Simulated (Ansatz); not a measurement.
Debugging a ladder of basis sets of SiSn (charge +1) (the Python package of Ansatz (0.2.0)).

Notebook, run cell by cell (the value of a cell's last expression is shown):

```python
import ansatz as az
```

```python
system = (
    az.Crystal.molecule()
    .atom("Si", (0.0, 0.0, 0.0))
    .atom("Sn", (0.0, 0.0, 2.565))
)

calculation = (
    system.calculation()
    .functional("b3lyp")
    .charge(1)
    .spin("collinear", total=3)
    .hubbard("Si", "p", u_eff=4.0)
)
```

```python
energies = {}
for basis in ["def2-SVP", "def2-SVPD", "def2-TZVP", "def2-TZVPP"]:
    rep = calculation.basis(gaussian=basis).run(threads=1).report
    size = rep["n_frozen"] + rep["n_occupied"][0] + rep["n_virtual"][0]
    energies[basis] = (rep["reference_energy_ev"] / 27.211386246, rep["free_energy_ev"] / 27.211386246)
    print(f"{basis:14s} {size:4d} orbitals  reference {energies[basis][0]:14.6f} Ha  total {energies[basis][1]:14.6f} Ha")
```

    Traceback (most recent call last):
      File "<cell 3>", line 3, in <module>
        rep = calculation.basis(gaussian=basis).run(threads=1).report
              ~~~~~~~~~~~~~~~~~~~~~~~~~~~~~~~~~~~~~^^^^^^^^^^^
      ...
    ansatz.RefusalError: invalid value for `basis.gaussian`: such a run doesn't read hamiltonian.hubbard; remove what it names

Find the fault and give the corrected session.

The fault: a Hubbard U isn't read in a Gaussian basis. The change:

```diff
--- before
+++ after
@@
     .spin("collinear", total=3)
-    .hubbard("Si", "p", u_eff=4.0)
 )
```

The cells in order, each with its output:

(earlier cells as before)

**Cell 2**
```python
system = (
    az.Crystal.molecule()
    .atom("Si", (0.0, 0.0, 0.0))
    .atom("Sn", (0.0, 0.0, 2.565))
)

calculation = (
    system.calculation()
    .functional("b3lyp")
    .charge(1)
    .spin("collinear", total=3)
)
```

**Cell 3**
```python
energies = {}
for basis in ["def2-SVP", "def2-SVPD", "def2-TZVP", "def2-TZVPP"]:
    rep = calculation.basis(gaussian=basis).run(threads=1).report
    size = rep["n_frozen"] + rep["n_occupied"][0] + rep["n_virtual"][0]
    energies[basis] = (rep["reference_energy_ev"] / 27.211386246, rep["free_energy_ev"] / 27.211386246)
    print(f"{basis:14s} {size:4d} orbitals  reference {energies[basis][0]:14.6f} Ha  total {energies[basis][1]:14.6f} Ha")
```
Output:
```text
def2-SVP         44 orbitals  reference    -503.443514 Ha  total    -503.443514 Ha
def2-SVPD        56 orbitals  reference    -503.446512 Ha  total    -503.446512 Ha
def2-TZVP        87 orbitals  reference    -503.549799 Ha  total    -503.549799 Ha
def2-TZVPP       92 orbitals  reference    -503.549810 Ha  total    -503.549810 Ha
```

**Cell 4**
```python
last = energies["def2-TZVPP"][1]
for basis, (_, total) in energies.items():
    print(f"{basis:14s} lies {27.211386 * (total - last):9.4f} eV above def2-TZVPP")
```
Output:
```text
def2-SVP       lies    2.8925 eV above def2-TZVPP
def2-SVPD      lies    2.8109 eV above def2-TZVPP
def2-TZVP      lies    0.0003 eV above def2-TZVPP
def2-TZVPP     lies    0.0000 eV above def2-TZVPP
```

What to keep in mind:
- The drop along the ladder measures the basis error, and is no property of the molecule.
- The geometry is a force-field or estimated start, not a minimum of this method, and the last set is no limit. Much of the fall in a total is atomic energy, which cancels in bond and reaction energies.
- def2 sets replace the cores of elements past krypton by effective core potentials.
- The run takes the species as open-shell (spin multiplicity 4), which needn't be its ground state.
- b3lyp holds the VWN-RPA fit, as in Gaussian; the form of ORCA and Turbomole is b3lyp5.
- The spin state was assumed, and another may lie lower.
- Timing: 7.1 s on 1 thread of Arm Neoverse V2, on a shared host, peak memory 0.24 GiB.
